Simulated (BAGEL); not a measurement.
**One shape, several levels: C2H3BClF (SMILES FB/C=C\Cl)**

We compute a comparison of 5 runs (HF/STO-3G, HF/6-31G*, B3LYP/6-31G*, PBE0/6-31G*, RI-MP2/6-31G*) of C2H3BClF. 

The results are computed with BAGEL 1.2.2.

30 further runs of the same task are left out: 30 set aside as unsound or not needed.

## (1) The structure to begin with

C2H3BClF has 8 atoms, charge 0, and is taken as a singlet. SMILES: `FB/C=C\Cl`. The B2–H6 distance was set to 1.761 Å, away from the relaxed value. At this shape a bond of the SMILES string is far longer than usual.

Bond lengths: F1–B2 1.316 Å, B2–C3 1.551 Å, C3–C4 1.338 Å, C4–Cl5 1.705 Å, C3–H7 1.083 Å, C4–H8 1.082 Å. Angles: F1–B2–C3 120.9°, B2–C3–C4 128.0°, C3–C4–Cl5 124.8°, B2–C3–H7 117.3°, C4–C3–H7 114.6°, C3–C4–H8 122.7°, Cl5–C4–H8 112.5°. A long bond or contact: B2–H6 1.761 Å.

## (2) The energy at HF/STO-3G (density fitting with qzvpp-jkfit) (run 1)

calc.json

```json
{ "bagel": [

{
  "title": "molecule",
  "basis": "sto-3g",
  "df_basis": "qzvpp-jkfit",
  "angstrom": true,
  "geometry": [
    { "atom": "F", "xyz": [   -1.179912,    1.574672,    0.100618 ] },
    { "atom": "B", "xyz": [   -0.612812,    0.464772,    0.524388 ] },
    { "atom": "C", "xyz": [    0.417638,   -0.289848,   -0.355182 ] },
    { "atom": "C", "xyz": [    0.839118,    0.025832,   -1.584702 ] },
    { "atom": "Cl", "xyz": [    0.309528,    1.378222,   -2.477702 ] },
    { "atom": "H", "xyz": [   -1.089120,   -0.094230,    2.124940 ] },
    { "atom": "H", "xyz": [    0.861128,   -1.187358,    0.057528 ] },
    { "atom": "H", "xyz": [    1.565818,   -0.567728,   -2.124482 ] }
  ]
},
{
  "title": "hf"
},
{
  "title": "print",
  "file": "orbitals.molden",
  "orbitals": true
}

]}
```

On the command line:

```bash
$ BAGEL_NUM_THREADS=1 BAGEL calc.json > calc.out
```

The log of the run:

```text
* using 1 threads per process

  ===============================================================
  ===============================================================

  *** Geometry ***

  { "atom" : "F", "xyz" : [     -2.229711,      2.975699,      0.190140 ] },
  { "atom" : "B", "xyz" : [     -1.158047,      0.878292,      0.990950 ] },
  { "atom" : "C", "xyz" : [      0.789221,     -0.547733,     -0.671197 ] },
[... 4 lines of this table left out ...]
  { "atom" : "H", "xyz" : [      2.958967,     -1.072850,     -4.014689 ] },

  Number of auxiliary basis functions:      484

  Since a DF basis is specified, we compute 2- and 3-index integrals:
    o Being stored without compression. Storage requirement is 0.004 GB

  Number of basis functions:       32
  Number of electrons      :       46

    * METHOD: MOLECULE                             0.17

  *** RHF ***

  === Nuclear Repulsion ===
   189.1277282605

      * DIIS with orbital gradients will be used.

  === RHF iteration (sto-3g) ===
      0       -653.32141314          0.01789331           0.02
      1       -653.43271612          0.00588823           0.02
      2       -653.44337217          0.00126978           0.02
[... 9 lines of this table left out ...]
     12       -653.44429360          0.00000001           0.02
    * SCF iteration converged.

    * Permanent dipole moment:
           (   -0.439277,     0.622632,    -0.046312) a.u.

    * METHOD: HF                                   0.36

    * METHOD: PRINT                                0.00

  ===============================================================
```

Wall time 0.64 s (1 thread of Arm Neoverse V1, shared host).

## (3) A single-point energy at HF/6-31G(d) (density fitting with qzvpp-jkfit, spherical functions) (run 2)

input.json

```json
{ "bagel": [

{
  "title": "molecule",
  "basis": "6-31gs.json",
  "df_basis": "qzvpp-jkfit",
  "angstrom": true,
  "geometry": [
    { "atom": "F", "xyz": [      -1.179912,       1.574672,       0.100618 ] },
    { "atom": "B", "xyz": [      -0.612812,       0.464772,       0.524388 ] },
    { "atom": "C", "xyz": [       0.417638,      -0.289848,      -0.355182 ] },
    { "atom": "C", "xyz": [       0.839118,       0.025832,      -1.584702 ] },
    { "atom": "Cl", "xyz": [       0.309528,       1.378222,      -2.477702 ] },
    { "atom": "H", "xyz": [      -1.089120,      -0.094230,       2.124940 ] },
    { "atom": "H", "xyz": [       0.861128,      -1.187358,       0.057528 ] },
    { "atom": "H", "xyz": [       1.565818,      -0.567728,      -2.124482 ] }
  ]
},

{ "title": "hf" },

{ "title": "print", "file": "orbitals.molden", "orbitals": true }

]}
```

The basis set 6-31G* is read from a file made from the Basis Set Exchange's data (not shown).

On the command line:

```bash
$ BAGEL_NUM_THREADS=1 BAGEL input.json > input.out
```

The log of the run:

```text
* using 1 threads per process

  ===============================================================
  ===============================================================

  *** Geometry ***

  { "atom" : "F", "xyz" : [     -2.229711,      2.975699,      0.190140 ] },
  { "atom" : "B", "xyz" : [     -1.158047,      0.878292,      0.990950 ] },
  { "atom" : "C", "xyz" : [      0.789221,     -0.547733,     -0.671197 ] },
[... 4 lines of this table left out ...]
  { "atom" : "H", "xyz" : [      2.958967,     -1.072850,     -4.014689 ] },

  Number of auxiliary basis functions:      484

  Since a DF basis is specified, we compute 2- and 3-index integrals:
    o Being stored without compression. Storage requirement is 0.025 GB

  Number of basis functions:       80
  Number of electrons      :       46

    * METHOD: MOLECULE                             0.24

  *** RHF ***

  === Nuclear Repulsion ===
   189.1277282605

      * DIIS with orbital gradients will be used.

  === RHF iteration (6-31gs.json) ===
      0       -660.89102305          0.01679848           0.06
      1       -661.00315797          0.00967509           0.06
      2       -661.04186822          0.00169905           0.06
[... 11 lines of this table left out ...]
     14       -661.04409421          0.00000001           0.06
    * SCF iteration converged.

    * Permanent dipole moment:
           (   -0.683084,     0.644584,     0.383297) a.u.

    * METHOD: HF                                   1.06

    * METHOD: PRINT                                0.02

  ===============================================================
```

Run time: 1.4 s. Hardware: 1 thread of Arm Neoverse V1, shared host; peak memory 0.11 GiB.

Runs 3 to 4 aren't shown in full; the table further down has their settings and results.

## (4) The energy at RI-MP2/6-31G(d) (density fitting with qzvpp-jkfit, spherical functions) (run 5)

input.json

```json
{ "bagel" : [

{
  "title" : "molecule",
  "basis" : "6-31gs.json",
  "df_basis" : "qzvpp-jkfit",
  "angstrom" : true,
  "geometry" : [
    { "atom" : "F", "xyz" : [   -1.179912,    1.574672,    0.100618 ] },
    { "atom" : "B", "xyz" : [   -0.612812,    0.464772,    0.524388 ] },
    { "atom" : "C", "xyz" : [    0.417638,   -0.289848,   -0.355182 ] },
    { "atom" : "C", "xyz" : [    0.839118,    0.025832,   -1.584702 ] },
    { "atom" : "Cl", "xyz" : [    0.309528,    1.378222,   -2.477702 ] },
    { "atom" : "H", "xyz" : [   -1.089120,   -0.094230,    2.124940 ] },
    { "atom" : "H", "xyz" : [    0.861128,   -1.187358,    0.057528 ] },
    { "atom" : "H", "xyz" : [    1.565818,   -0.567728,   -2.124482 ] }
  ]
},
{ "title" : "hf" },
{ "title" : "mp2", "ncore" : 9 }

]}
```

The basis set 6-31G* is read from a file made from the Basis Set Exchange's data (not shown).

On the command line:

```bash
$ BAGEL_NUM_THREADS=1 BAGEL input.json > input.out
```

The log of the run:

```text
* using 1 threads per process

  ===============================================================
  ===============================================================

  *** Geometry ***

  { "atom" : "F", "xyz" : [     -2.229711,      2.975699,      0.190140 ] },
  { "atom" : "B", "xyz" : [     -1.158047,      0.878292,      0.990950 ] },
  { "atom" : "C", "xyz" : [      0.789221,     -0.547733,     -0.671197 ] },
[... 4 lines of this table left out ...]
  { "atom" : "H", "xyz" : [      2.958967,     -1.072850,     -4.014689 ] },

[... 23 lines left out ...]
    * SCF iteration converged.
[... 1 line left out ...]
    * Permanent dipole moment:
[... 2 lines left out ...]
    * METHOD: HF                                   1.06

  *** RHF ***

  === Nuclear Repulsion ===
   189.1277282605

      * DIIS with orbital gradients will be used.

  === RHF iteration (6-31gs.json) ===
      0       -661.04409421          0.00000000           0.06
    * SCF iteration converged.

    * Permanent dipole moment:
           (   -0.683084,     0.644584,     0.383297) a.u.

  === DF-MP2 calculation ===

    * freezing 9 orbitals
    * 3-index integral transformation done
    * assembly done

      MP2 correlation energy:   -0.6244038149      0.04

      MP2 total energy:       -661.6684980263

    * METHOD: MP2                                  0.17

  ===============================================================
```

It took 1.6 s on 1 thread of Arm Neoverse V1, shared host; peak memory 0.11 GiB.

## (5) All runs side by side

```
run                                                                  level  frozen core orbitals  energy (Eh)  dipole moment (D)  HOMO energy (eV)  LUMO energy (eV)  wall time
  1                           HF/STO-3G (density fitting with qzvpp-jkfit)                     –  -653.444294               1.94             -8.74              5.11     0.64 s
  2      HF/6-31G* (density fitting with qzvpp-jkfit, spherical functions)                     –  -661.044094               2.58            -10.60              1.77      1.4 s
  3   B3LYP/6-31G* (density fitting with qzvpp-jkfit, spherical functions)                     –  -662.868221               2.35             -7.62             -2.10       10 s
  4    PBE0/6-31G* (density fitting with qzvpp-jkfit, spherical functions)                     –  -662.472054               2.35             -7.87             -1.97      7.8 s
  5  RI-MP2/6-31G* (density fitting with qzvpp-jkfit, spherical functions)                     9  -661.668498                  –                 –                 –      1.6 s
```

## (6) Results

| quantity | value |
| --- | --- |
| run 5: total energy | -661.66850 Eh |
| run 5: correlation energy (9 core orbitals frozen) | -624.4 mEh |

What this shows: Over runs 1, 2, 3, 4 the dipole moment (its size) runs from 1.94 D (HF/STO-3G) to 2.58 D (HF/6-31G*). Over runs 1, 2, 3, 4 the HOMO–LUMO gap runs from 5.51 eV (B3LYP/6-31G*) to 13.85 eV (HF/STO-3G). The two ends differ in method and basis. Totals of different functionals can't be ranked against each other. In run 1 the basis is minimal, so the values are rough. All runs together took 22 s, the longest 10 s.
